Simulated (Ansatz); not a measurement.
This geometry of a periodic cell of 19 atoms, GeH₂W₈C₈ (surface WC(001), adsorbate GeH2) is a first-order saddle point. Atoms 1, 5, 9, 13 are held.

These are results of DFT PBE, scalar-relativistic, plane waves, PAW (Ansatz 0.2.0), not measurements. Settings: PAW set soft_1, cutoff 420 eV, k mesh 4x4x1, gaussian smearing 0.05 eV, no spin polarisation.

```xyz
19
Lattice="5.6955 0.0000 0.0000 -2.8478 4.9325 0.0000 0.0000 0.0000 16.1959" Properties=species:S:1:pos:R:3
W 0.000 0.000 1.000
C 1.427 0.820 2.343
W -0.004 0.007 3.883
C 1.408 0.831 5.088
W -1.424 2.466 1.000
C 0.001 3.293 2.343
W -1.435 2.473 3.861
C -0.016 3.304 5.145
W 2.848 0.000 1.000
C 4.268 0.819 2.343
W 2.842 0.003 3.911
C 4.250 0.828 5.145
W 1.424 2.466 1.000
C 2.845 3.290 2.329
W 1.416 2.466 3.883
C 2.832 3.297 5.033
Ge -0.785 2.097 6.511
H 0.565 1.318 6.840
H -1.805 2.686 7.507
```

Question: Which two structures does it join? (They come from a converged band through this point; their orientation in space is the band's.)

Answer: Contacts lost: Ge17–H18. Contacts made: C4–H18, C16–Ge17. The atom that moves furthest is H18, by 1.58 Å; four of its nearest neighbours are Ge17 1.55, C4 2.53, H19 2.65, C8 2.82 Å at the first end and C4 1.09, W15 2.91, W11 2.91, W3 2.91 Å at the last.

Image 0:

```xyz
19
Lattice="5.6955 0.0000 0.0000 -2.8478 4.9325 0.0000 0.0000 0.0000 16.1959" Properties=species:S:1:pos:R:3
W 0.000 0.000 1.000
C 1.426 0.821 2.343
W -0.006 0.009 3.890
C 1.415 0.827 5.059
W -1.424 2.466 1.000
C 0.002 3.292 2.342
W -1.438 2.475 3.851
C -0.033 3.298 5.148
W 2.848 0.000 1.000
C 4.269 0.819 2.342
W 2.848 0.000 3.906
C 4.247 0.846 5.148
W 1.424 2.466 1.000
C 2.841 3.292 2.327
W 1.413 2.467 3.890
C 2.836 3.295 5.025
Ge -0.858 2.140 6.531
H 0.331 1.454 7.255
H -1.963 2.777 7.394
```

Image 6:

Only the atoms that move by more than 0.05 Å are listed.
```
C4 1.423 0.823 5.210
W7 -1.424 2.467 3.787
C16 2.852 3.287 5.161
Ge17 -1.426 2.468 6.295
H18 1.424 0.825 6.302
H19 -1.412 2.455 7.813
```

Question: How far does it lie above each of them?

Answer: 0.033 eV above the first and 1.782 eV above the second. This is the barrier of this one path; another mechanism may lie lower. Limits of this set-up: coarse k mesh, thin slab, slab without dipole correction, no dispersion correction for a molecule that may bind weakly, a typed lattice constant that wasn't relaxed here.

The run took 18 min on 4 threads of Arm Neoverse V2, with other jobs on the host, peak memory 3.6 GiB.
